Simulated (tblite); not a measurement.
# C3H14BNSi: the cost of one run

The runs use tblite 0.8.0 and PySCF 2.14.0, with density-fitted response routines of our own; the level of theory stands in each step. All values are computed, except where a source is named. Atoms count from 0, in the outputs and in this text.

### Step 1. The molecule as given

20 atoms, charge 0, multiplicity 1; geometry from: force field or distance geometry start.

Bonds of the start (Å): B0–N1 1.50, N1–C2 1.47, N1–C3 1.46, N1–C4 1.42, C4–Si5 1.83, B0–H6 1.20, B0–H7 1.20, B0–H8 1.18, C2–H9 1.13, C2–H10 1.10, C2–H11 1.11, C3–H12 1.11, C3–H13 1.10, C3–H14 1.11, C4–H15 1.12, C4–H16 1.12, Si5–H17 1.46, Si5–H18 1.48, Si5–H19 1.48.

### Step 2. Relaxing the molecule with GFN2-xTB

The job: settings as JSON, then the geometry in Å.

```
{"job": {"kind": "relax", "xc": "GFN2-xTB", "basis": "xTB"}, "charge": 0, "multiplicity": 1}
B     -0.235100     1.379700     0.442000
N     -0.468800    -0.046100     0.032400
C     -1.090700    -0.782900     1.140600
C     -1.414700    -0.052300    -1.081700
C      0.681200    -0.784500    -0.370300
Si     2.302200     0.059100    -0.264300
H     -0.836400     1.602300     1.461800
H     -0.741800     2.133100    -0.345900
H      0.896500     1.700100     0.561700
H     -1.812500    -1.526100     0.699700
H     -0.349800    -1.292600     1.766700
H     -1.691800    -0.116300     1.798800
H     -2.421900    -0.081200    -0.606400
H     -1.262800     0.856600    -1.687300
H     -1.208600    -0.956000    -1.701000
H      0.741200    -1.712500     0.252600
H      0.533400    -1.094800    -1.437300
H      2.472400     1.127300    -1.246400
H      2.541700     0.528500     1.118400
H      3.361200    -0.930700    -0.537200
```

The run is started by

```bash
OMP_NUM_THREADS=1 python probes_run.py task.json out
```

The driver reads the jobs from task.json and runs them one after another.

Q: Estimate the wall time of this first job on 1 thread of Arm Neoverse N1, shared host.

About 1.4 s.
